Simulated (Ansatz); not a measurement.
# CH4AsNO: up Jacob's ladder to CCSD(T)

An exercise on one series of results from a longer session: the logs are not shown, and one member is left open.

The runs use Ansatz 0.2.0, Gaussian basis; functionals in def2-TZVPP, the program's frozen cores in correlated methods.

Levels to be run: LDA (SPW92), PBE-D4, revPBE-D4, BLYP-D4, r2SCAN-D4, B97M-V, PBE0-D4, B3LYP-D4, r2SCANh-D4, r2SCAN0-D4, HSE06-D4, BHLYP-D4, CAM-B3LYP-D4, LC-ωPBE, ωB97X-V, ωB97M-V, B2PLYP, PBE-QIDH; CCSD(T)/def2-SVP; CCSD(T)/def2-TZVPP; MP2/def2-QZVPP; extrapolation to the limit; RPA on PBE.

### Structure used throughout

An earlier PBE0-D4 in a triple-zeta def2 set relaxation fixed the geometry.

SMILES `O/C=N/[AsH2]`, 8 atoms, charge 0, spin multiplicity 1.

Atoms are counted from 1 here; the program's logs count them from 0.

Bond lengths: O1–C2 1.336 Å, O1–H5 0.969 Å, C2–N3 1.260 Å, C2–H6 1.095 Å, N3–As4 1.872 Å, As4–H7 1.525 Å, As4–H8 1.525 Å. Angles: C2–O1–H5 106.6°, O1–C2–N3 122.3°, O1–C2–H6 110.3°, N3–C2–H6 127.4°, C2–N3–As4 115.0°, N3–As4–H7 94.9°, N3–As4–H8 94.9°, H7–As4–H8 91.2°.

Geometry (Å):

```mol
CH4AsNO
  3D, bonds by distance, orders not assigned

  8  7  0  0  0  0  0  0  0  0999 V2000
   -1.2206    1.8440   -0.0171 O   0  0
   -0.2242    0.9821    0.2072 C   0  0
   -0.2539   -0.2050   -0.2130 N   0  0
    1.2495   -1.2345    0.2177 As  0  0
   -1.8906    1.3663   -0.5285 H   0  0
    0.5718    1.4630    0.7852 H   0  0
    1.4104   -1.8225   -1.1799 H   0  0
    0.4498   -2.4505    0.6725 H   0  0
  1  2  8  0
  2  3  8  0
  3  4  8  0
  1  5  8  0
  2  6  8  0
  4  7  8  0
  4  8  8  0
M  END
```

The first run:

in.yaml

```yaml
crystal:
  periodic: [false, false, false]
  atoms:
    - {symbol: O, position_ang: [-1.220602, 1.844020, -0.017100]}
    - {symbol: C, position_ang: [-0.224187, 0.982067, 0.207223]}
    - {symbol: N, position_ang: [-0.253850, -0.205040, -0.213007]}
    - {symbol: As, position_ang: [1.249488, -1.234465, 0.217736]}
    - {symbol: H, position_ang: [-1.890614, 1.366345, -0.528454]}
    - {symbol: H, position_ang: [0.571775, 1.463037, 0.785212]}
    - {symbol: H, position_ang: [1.410387, -1.822490, -1.179872]}
    - {symbol: H, position_ang: [0.449803, -2.450473, 0.672462]}
basis:
  gaussian: {orbitals: def2-TZVPP}
hamiltonian: {xc: lda}
output: {orbitals: {seedname: orbitals}}
```

On the command line:

```bash
> ansatz run in.yaml --threads 2 --pin off --events-out ev --progress --plain --max-ram 4352MiB
```

Among the steps run: LDA; PBE-D4 (GGA); revPBE-D4 (GGA); BLYP-D4 (GGA); r2SCAN-D4 (meta-GGA); B97M-V (meta-GGA); B3LYP-D4 (hybrid); r2SCANh-D4 (hybrid); r2SCAN0-D4 (hybrid); HSE06-D4 (hybrid); BHLYP-D4 (hybrid); CAM-B3LYP-D4 (range-separated); LC-ωPBE (range-separated); ωB97X-V (range-separated); ωB97M-V (range-separated); B2PLYP (double hybrid); PBE-QIDH (double hybrid).

One of the session's tables, all rows but one given; the rest of the session is left out.

It belongs to the step «Orbital energies across the functionals». 

```
  functional  HOMO (eV)  gap (eV)
 LDA (SPW92)      -5.87      4.65
      PBE-D4      -5.72      4.75
   revPBE-D4      -5.66      4.79
     BLYP-D4      -5.62      4.76
   r2SCAN-D4      -5.98      5.23
      B97M-V      -6.07      5.44
     PBE0-D4      -6.93      7.00
    B3LYP-D4          ?         ?
  r2SCANh-D4      -6.43      6.09
  r2SCAN0-D4      -7.10      7.33
    HSE06-D4      -6.53      6.22
    BHLYP-D4      -8.03      8.99
CAM-B3LYP-D4      -8.26      9.34
     LC-ωPBE      -9.54     11.83
     ωB97X-V      -9.21     11.36
     ωB97M-V      -9.12     11.06
```

Estimate the missing values for B3LYP-D4.

Worked estimate for «HOMO (eV)». Against the share of exact exchange, BLYP-D4 (0, -5.62), BHLYP-D4 (0.5, -8.03) give a slope of -4.82 per unit share; at 0.2 the line stands at -6.58.

As computed: HOMO (eV): -6.74; gap (eV): 6.56. In «HOMO (eV)» the line misses by +0.16.
